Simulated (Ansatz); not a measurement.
# EuF2: the cost of one run

Computed with Ansatz 0.2.0 (DFT LDA+U (U_eff = 1 eV on Eu f, around-mean-field double counting), plane waves, PAW, no spin–orbit coupling unless a run says so, unless a step's input says otherwise).

## (1) The starting structure

The structure is cubic, space group Fm-3m (No. 225). The conventional cell has a = 5.796 Å, b = 5.796 Å, c = 5.796 Å, α = 90.00°, β = 90.00°, γ = 90.00°. Eu (site symmetry m-3m) has 8 F at 2.51 Å as nearest neighbours. F (site symmetry -43m) is surrounded by 4 Eu at 2.51 Å.

As a file:

```
Eu F
1.0
     0.00000    2.89800    2.89800
     2.89800    0.00000    2.89800
     2.89800    2.89800    0.00000
Eu F
1 2
Direct
  0.00000 0.00000 0.00000
  0.25000 0.25000 0.25000
  0.75000 0.75000 0.75000
```

An earlier series on this cell reached its lowest free state from «ferromagnetic start, free, symmetry kept, no search», perhaps among other starts.

## (2) Total moment locked, 7.00 μB per cell

input.yaml

```yaml
crystal:
  lattice:
    - [0.0, 2.89799902, 2.89799902]
    - [2.89799902, 0.0, 2.89799902]
    - [2.89799902, 2.89799902, 0.0]
  atoms:
    - { symbol: Eu, position: [0.0, 0.0, 0.0], spin: 7.0 }
    - { symbol: F, position: [0.25, 0.25, 0.25] }
    - { symbol: F, position: [0.75, 0.75, 0.75] }
basis:
  ecutwfc: 420
  ecutrho_ratio: 4
kpoints:
  mp_grid: { grid: [6, 6, 6] }
hamiltonian:
  xc: lda
  hubbard:
    sites:
      - { site: 0, l: f, u_eff: 1.0, starting_ns: [{ spin: up, occupation_matrix: s0up }, { spin: down, occupation_matrix: s0down }] }
    double_counting: amf
    occupation_matrices:
      s0up:
        matrix:
          - [0.97, 0.0, 0.0, 0.0, 0.0, 0.0, 0.0]
          - [0.0, 0.97, 0.0, 0.0, 0.0, 0.0, 0.0]
          - [0.0, 0.0, 0.97, 0.0, 0.0, 0.0, 0.0]
          - [0.0, 0.0, 0.0, 0.97, 0.0, 0.0, 0.0]
          - [0.0, 0.0, 0.0, 0.0, 0.97, 0.0, 0.0]
          - [0.0, 0.0, 0.0, 0.0, 0.0, 0.97, 0.0]
          - [0.0, 0.0, 0.0, 0.0, 0.0, 0.0, 0.97]
      s0down:
        matrix:
          - [0.02, 0.0, 0.0, 0.0, 0.0, 0.0, 0.0]
          - [0.0, 0.02, 0.0, 0.0, 0.0, 0.0, 0.0]
          - [0.0, 0.0, 0.02, 0.0, 0.0, 0.0, 0.0]
          - [0.0, 0.0, 0.0, 0.02, 0.0, 0.0, 0.0]
          - [0.0, 0.0, 0.0, 0.0, 0.02, 0.0, 0.0]
          - [0.0, 0.0, 0.0, 0.0, 0.0, 0.02, 0.0]
          - [0.0, 0.0, 0.0, 0.0, 0.0, 0.0, 0.02]
    ns_hold: { iters: 8 }
scf:
  occupations: { method: gaussian, width: 0.05 }
  lower_state_search: "off"
  max_iter: 150
output:
  forces: true
  stress: true
  eigenvalues: true
  populations: true
  hubbard: { sites: [{ site: 0, l: f }] }
magnetization:
  spin_polarized: true
  initial_magnetization: 7.0
  spin_locking: { lock_magnetization: hard }
```

At this filling each channel is wholly full or empty, so no choice of orbitals remains. The typed matrices put 0.97 on the chosen orbitals and 0.02 on the others, and are held for 8 cycles. The lock stays on to the end, so the result is a constrained state.

Launch:

```console
> ansatz run input.yaml --threads 2 --pin off --max-ram 3072MiB --backend cpu --events-out ev --progress --plain --runs-dir out
```

Q: Estimate wall time and peak memory on 2 threads of Intel Xeon 6975P-C (Granite Rapids), shared host.

About 1.8 s, with a peak of 0.39 GiB.
